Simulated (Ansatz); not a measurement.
# C2H6BF: basis-set convergence

How large a basis does C2H6BF need? Two functionals are run in growing sets.

Program: Ansatz 0.2.0, Gaussian basis. Level of theory: one geometry, several basis sets. These are calculated values, not measurements.

The runs, in order: PBE0-D4/def2-SVP; ωB97M-V/def2-SVP; PBE0-D4/def2-QZVPP; ωB97M-V/def2-QZVPP; the functionals' def2-TZVPP values are taken from earlier runs.

### 1 The relaxed structure

An earlier PBE0-D4 in a triple-zeta def2 set relaxation fixed the geometry.

SMILES `BC(C)F`, 10 atoms, charge 0, spin multiplicity 1.

Atoms are counted from 1 here; the program's logs count them from 0.

Bond lengths: B1–C2 1.555 Å, B1–H5 1.193 Å, B1–H6 1.196 Å, C2–C3 1.521 Å, C2–F4 1.398 Å, C2–H7 1.104 Å, C3–H8 1.091 Å, C3–H9 1.092 Å, C3–H10 1.092 Å. Angles: C2–B1–H5 121.7°, C2–B1–H6 117.8°, H5–B1–H6 120.4°, B1–C2–C3 113.8°, B1–C2–F4 113.2°, B1–C2–H7 106.7°, C3–C2–F4 108.5°, C3–C2–H7 108.0°, F4–C2–H7 106.2°, C2–C3–H8 109.9°, C2–C3–H9 111.1°, C2–C3–H10 110.4°, H8–C3–H9 108.2°, H8–C3–H10 108.7°, H9–C3–H10 108.5°.

### 2 PBE0-D4 in def2-SVP

in.yaml reads:

```yaml
crystal:
  periodic: [false, false, false]
  atoms:
    - {symbol: B, position_ang: [-0.636103, 1.159640, -0.581432]}
    - {symbol: C, position_ang: [-0.035704, -0.272484, -0.508401]}
    - {symbol: C, position_ang: [0.540941, -0.627747, 0.854025]}
    - {symbol: F, position_ang: [-0.942858, -1.268990, -0.879214]}
    - {symbol: H, position_ang: [-1.770901, 1.349280, -0.898075]}
    - {symbol: H, position_ang: [0.082283, 2.079992, -0.319987]}
    - {symbol: H, position_ang: [0.784134, -0.311000, -1.247306]}
    - {symbol: H, position_ang: [0.954336, -1.637585, 0.830794]}
    - {symbol: H, position_ang: [-0.228743, -0.592223, 1.627847]}
    - {symbol: H, position_ang: [1.335615, 0.069917, 1.124748]}
basis:
  gaussian: {orbitals: def2-SVP}
hamiltonian: {xc: pbe0, dispersion: d4}
output: {orbitals: {seedname: orbitals}}
```

Run with:

```bash
$ ansatz run in.yaml --threads 2 --pin off --events-out ev --progress --plain --max-ram 4352MiB
```

The program printed:

```text
Functional definition: PBE0
  name "PBE0"
  cite "Adamo & Barone, J. Chem. Phys. 110, 6158 (1999) doi:10.1063/1.478522"
  cite "Perdew, Burke & Ernzerhof, Phys. Rev. Lett. 77, 3865 (1996) doi:10.1103/PhysRevLett.77.3865"
  parent pbe
  parameter a = 0.25
  parameter kappa = 0.804
  parameter beta = 0.06672455060314922
  exchange = (1 - a)*pbe_x(kappa = kappa, mu = beta*pi^2/3) + a*exact_x
  correlation = pbe_c(beta = beta)
966 factors; their error is unknown
mean field evaluation 1: about -5550.1966 eV, gradient 3.8e1 eV
mean field evaluation 2: about -5550.1659 eV, gradient 3.8e1 eV
mean field evaluation 4: about -5553.6427 eV, gradient 9.0e-1 eV
mean field evaluation 8: about -5553.6313 eV, gradient 2.7e-2 eV
mean field -5553.63126687 eV, -204.0921846708 hartree, gradient 6.5e-5 eV, S^2 0.000000; 0 other end points of the search recorded, 0 dependent functions left out
reference -5553.63129058 eV, -204.0921855423 hartree; 16, 16 occupied and 70, 70 virtual orbitals, 966 factors
Total energy: -5553.74483924 eV, -204.0963583787 hartree
```

It took 0.8 s on 2 threads of Arm Neoverse V2, shared host.

### 3 ωB97M-V in def2-SVP

Edit in.yaml of step 2 so:

```diff
@@ -15,3 +15,3 @@
   gaussian: {orbitals: def2-SVP}
-hamiltonian: {xc: pbe0, dispersion: d4}
+hamiltonian: {xc: {name: wB97M-V}}
 output: {orbitals: {seedname: orbitals}}
```

Same command.

The program printed:

```text
Functional definition: wB97M-V
  name "wB97M-V"
  cite "Mardirossian & Head-Gordon, J. Chem. Phys. 144, 214110 (2016) doi:10.1063/1.4952647"
  cite "Becke, J. Chem. Phys. 107, 8554 (1997) doi:10.1063/1.475007"
  cite "Vydrov & Van Voorhis, J. Chem. Phys. 133, 244103 (2010) doi:10.1063/1.3521275"
  # Of w^i u^j: cxij and so on, Table III.
  parameter omega = 0.3/bohr
  parameter cx = 0.15
  parameter cx01 = 1.007
  parameter cx10 = 0.259
  parameter css00 = 0.443
  parameter css04 = -1.437
  parameter css10 = -4.535
  parameter css20 = -3.390
  parameter css43 = 4.278
  parameter cos00 = 1.000
  parameter cos10 = 1.358
  parameter cos20 = 2.924
  parameter cos21 = -8.812
  parameter cos60 = -1.390
  parameter cos61 = 9.142
  parameter b = 6.0
  parameter c = 0.01
  gx(w, u) = 1 - cx + cx01*u + cx10*w
  gss(w, u) = css00 + css04*u^4 + css10*w + css20*w^2 + css43*w^4*u^3
  gos(w, u) = cos00 + cos10*w + (cos20 + cos21*u)*w^2 + (cos60 + cos61*u)*w^6
  exchange = spin_sum(e_x_unif_sr(omega)*gx(b97_w, b97_u_x)) + cx*exact_x_sr(omega) + exact_x_lr(omega)
  correlation = spin_sum(e_c_pw_mod_same_spin*gss(b97_w, b97_u_same))
      + integral(e_c_pw_mod_opposite_spin*gos(b97_w_opposite, b97_u_opposite)) + vv10(b, c)
966 factors; their error is unknown
248 factors; integrals over basis functions are off by at most 1.3e-5 eV
mean field evaluation 1: about -5555.3263 eV, gradient 2.9e1 eV
mean field evaluation 2: about -5556.4405 eV, gradient 2.1e1 eV
mean field evaluation 4: about -5557.2733 eV, gradient 1.3e0 eV
mean field evaluation 8: about -5557.2541 eV, gradient 2.0e-1 eV
mean field evaluation 16: about -5557.2541 eV, gradient 6.8e-5 eV
mean field -5557.25414998 eV, -204.2253231695 hartree, gradient 6.8e-5 eV, S^2 0.000000; 0 other end points of the search recorded, 0 dependent functions left out
reference -5557.25418799 eV, -204.2253245664 hartree; 16, 16 occupied and 70, 70 virtual orbitals, 966 factors
Total energy: -5557.25418799 eV, -204.2253245664 hartree
```

It took 3.5 s on 2 threads of Arm Neoverse V2, shared host.

### 4 PBE0-D4 in def2-QZVPP

Edit in.yaml of step 3 so:

```diff
@@ -14,4 +14,4 @@
 basis:
-  gaussian: {orbitals: def2-SVP}
-hamiltonian: {xc: {name: wB97M-V}}
+  gaussian: {orbitals: "def2-QZVPP.json"}
+hamiltonian: {xc: pbe0, dispersion: d4}
 output: {orbitals: {seedname: orbitals}}
```

The command is unchanged.

The program printed:

```text
Functional definition: PBE0
  name "PBE0"
  cite "Adamo & Barone, J. Chem. Phys. 110, 6158 (1999) doi:10.1063/1.478522"
  cite "Perdew, Burke & Ernzerhof, Phys. Rev. Lett. 77, 3865 (1996) doi:10.1103/PhysRevLett.77.3865"
  parent pbe
  parameter a = 0.25
  parameter kappa = 0.804
  parameter beta = 0.06672455060314922
  exchange = (1 - a)*pbe_x(kappa = kappa, mu = beta*pi^2/3) + a*exact_x
  correlation = pbe_c(beta = beta)
1110 factors; their error is unknown
mean field evaluation 1: about -5554.7088 eV, gradient 5.0e1 eV
mean field evaluation 2: about -5553.6387 eV, gradient 5.3e1 eV
mean field evaluation 4: about -5560.4335 eV, gradient 1.6e0 eV
mean field evaluation 8: about -5560.4371 eV, gradient 3.4e-2 eV
mean field evaluation 16: about -5560.4344 eV, gradient 2.0e-5 eV
mean field -5560.43435745 eV, -204.3421936384 hartree, gradient 2.0e-5 eV, S^2 0.000000; 0 other end points of the search recorded, 0 dependent functions left out
reference -5560.43439554 eV, -204.3421950385 hartree; 16, 16 occupied and 392, 392 virtual orbitals, 1110 factors
Total energy: -5560.54794421 eV, -204.3463678748 hartree
```

It took 5.5 s on 2 threads of Arm Neoverse V2, shared host; peak memory 0.98 GiB.

### 5 ωB97M-V in def2-QZVPP

Edit in.yaml of step 4 so:

```diff
@@ -15,3 +15,3 @@
   gaussian: {orbitals: "def2-QZVPP.json"}
-hamiltonian: {xc: pbe0, dispersion: d4}
+hamiltonian: {xc: {name: wB97M-V}}
 output: {orbitals: {seedname: orbitals}}
```

The command is unchanged.

The program printed:

```text
Functional definition: wB97M-V
  name "wB97M-V"
  cite "Mardirossian & Head-Gordon, J. Chem. Phys. 144, 214110 (2016) doi:10.1063/1.4952647"
  cite "Becke, J. Chem. Phys. 107, 8554 (1997) doi:10.1063/1.475007"
  cite "Vydrov & Van Voorhis, J. Chem. Phys. 133, 244103 (2010) doi:10.1063/1.3521275"
  # Of w^i u^j: cxij and so on, Table III.
  parameter omega = 0.3/bohr
  parameter cx = 0.15
  parameter cx01 = 1.007
  parameter cx10 = 0.259
  parameter css00 = 0.443
  parameter css04 = -1.437
  parameter css10 = -4.535
  parameter css20 = -3.390
  parameter css43 = 4.278
  parameter cos00 = 1.000
  parameter cos10 = 1.358
  parameter cos20 = 2.924
  parameter cos21 = -8.812
  parameter cos60 = -1.390
  parameter cos61 = 9.142
  parameter b = 6.0
  parameter c = 0.01
  gx(w, u) = 1 - cx + cx01*u + cx10*w
  gss(w, u) = css00 + css04*u^4 + css10*w + css20*w^2 + css43*w^4*u^3
  gos(w, u) = cos00 + cos10*w + (cos20 + cos21*u)*w^2 + (cos60 + cos61*u)*w^6
  exchange = spin_sum(e_x_unif_sr(omega)*gx(b97_w, b97_u_x)) + cx*exact_x_sr(omega) + exact_x_lr(omega)
  correlation = spin_sum(e_c_pw_mod_same_spin*gss(b97_w, b97_u_same))
      + integral(e_c_pw_mod_opposite_spin*gos(b97_w_opposite, b97_u_opposite)) + vv10(b, c)
1110 factors; their error is unknown
323 factors; integrals over basis functions are off by at most 8.8e-6 eV
mean field evaluation 1: about -5561.0405 eV, gradient 3.9e1 eV
mean field evaluation 2: about -5562.7745 eV, gradient 2.9e1 eV
mean field evaluation 4: about -5564.3408 eV, gradient 1.8e0 eV
mean field evaluation 8: about -5564.3439 eV, gradient 5.3e-2 eV
mean field evaluation 16: about -5564.3439 eV, gradient 3.1e-5 eV
mean field -5564.34391775 eV, -204.4858673296 hartree, gradient 3.1e-5 eV, S^2 0.000000; 0 other end points of the search recorded, 0 dependent functions left out
reference -5564.34397974 eV, -204.4858696075 hartree; 16, 16 occupied and 392, 392 virtual orbitals, 1110 factors
Total energy: -5564.34397974 eV, -204.4858696075 hartree
```

It took 15 s on 2 threads of Arm Neoverse V2, shared host; peak memory 1.2 GiB.

### 6 Density functionals: the series

The def2-TZVPP values come from earlier runs at the same geometry.

| functional | basis | functions | energy (eV) | from the largest (eV) | HOMO (eV) | LUMO (eV) |
| --- | --- | --- | --- | --- | --- | --- |
| PBE0-D4 | def2-SVP | 86 | -5553.7448 | 6.803 | -8.54 | -1.62 |
| PBE0-D4 | def2-TZVPP | 208 | -5560.2343 | 0.314 | -8.66 | -1.71 |
| PBE0-D4 | def2-QZVPP | 408 | -5560.5479 | 0.000 | -8.69 | -1.74 |
| ωB97M-V | def2-SVP | 86 | -5557.2542 | 7.090 | -10.90 | 0.43 |
| ωB97M-V | def2-TZVPP | 208 | -5564.0412 | 0.303 | -11.04 | 0.20 |
| ωB97M-V | def2-QZVPP | 408 | -5564.3440 | 0.000 | -11.06 | 0.11 |

### 7 What came out

```
                                       quantity          value
PBE0-D4: double and triple zeta above quadruple  6.80, 0.31 eV
ωB97M-V: double and triple zeta above quadruple  7.09, 0.30 eV
```

For PBE0-D4 the step from double to triple zeta gains 6.49 eV and the next only 0.31 eV. Total energies overstate the basis error of differences, where much of it tends to cancel.

For PBE0-D4 the largest set took about 7 times as long as the smallest (5.5 s against 0.8 s).
